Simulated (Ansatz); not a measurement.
**Ca3GeN: a short molecular-dynamics run**

What does Ca3GeN do over 60 steps of 0.5 fs under a Langevin thermostat at 600 K? The cell is a distorted structure of 5 atoms, taken as it stands, without a relaxation.

Method: DFT LDA, plane waves, PAW, scalar-relativistic, no spin polarisation, in Ansatz 0.2.0.

## Step 1: The starting structure

The cell holds 5 atoms (Ca3GeN): a = 4.749 Å, b = 4.745 Å, c = 4.766 Å, α = 89.93°, β = 90.06°, γ = 90.09°.

Coordinates:

```xyz
5
Lattice="4.7491 -0.0039 -0.0027 -0.0039 4.7455 0.0028 -0.0027 0.0028 4.7660" Properties=species:S:1:pos:R:3 pbc="T T T"
N     2.4590    2.1477    2.3974
Ge    4.5963    0.0240    0.0761
Ca    4.7292    2.4463    2.4387
Ca    2.3418    0.0963    2.5502
Ca    2.3859    2.4127    0.1179
```

## Step 2: Dynamics

input.yaml reads:

```yaml
crystal:
  lattice:
    - [4.74913, -0.003897, -0.002696]
    - [-0.003897, 4.745475, 0.002827]
    - [-0.002696, 0.002827, 4.766009]
  atoms:
    - { symbol: "N", position: [0.518446, 0.452707, 0.503045] }
    - { symbol: Ge, position: [0.967843, 0.005835, 0.016518] }
    - { symbol: Ca, position: [0.996528, 0.516006, 0.511944] }
    - { symbol: Ca, position: [0.493414, 0.020388, 0.535338] }
    - { symbol: Ca, position: [0.502811, 0.50881, 0.024712] }
kpoints:
  mp_grid: { grid: [3, 3, 3] }
magnetization:
  spin_polarized: false
scf:
  occupations: { method: tetrahedron_uncorrected }
hamiltonian:
  pseudopotentials: { kind: paw }
  xc: lda
basis:
  ecutwfc: 420
  ecutrho_ratio: 6
md:
  timestep: 0.5
  n_steps: 60
  ensemble: nvt_langevin
  temperature: 600.0
  initial_velocities: maxwell_boltzmann
  seed: 498998
```

Started as:

```sh
> ansatz run input.yaml --threads 2 --pin off --max-ram 2560MiB --backend cpu --events-out ev --progress --plain --runs-dir out
```

What does the calculation give? Wanted: temperature, first and last step; temperature, second half; potential energy, second half; mean square displacement, second half.

**Answer**, as computed:

| quantity | value |
| --- | --- |
| length | 60 steps of 0.5 fs |
| temperature, first and last step | 480 and 612 K |
| temperature, second half | mean 570 K, from 521 to 616 K |
| potential energy, second half | -8 meV/atom from the start |
| mean square displacement, second half | N 0.057, Ca 0.013, Ge 0.002 Å² |

What this shows: Against a set 600 K the second half averages 570 K with a spread of 25 K (in equilibrium 5 atoms would scatter by about 219 K, over a far longer run). The farthest move is 0.34 Å, against a mean nearest distance of 2.3 Å at the start: no atom has changed site so far. Settings off the usual here: scf.occupations.width, scf.occupations.method, basis.ecutrho_ratio. Averages from a run of 30 fs with 5 atoms are rough.
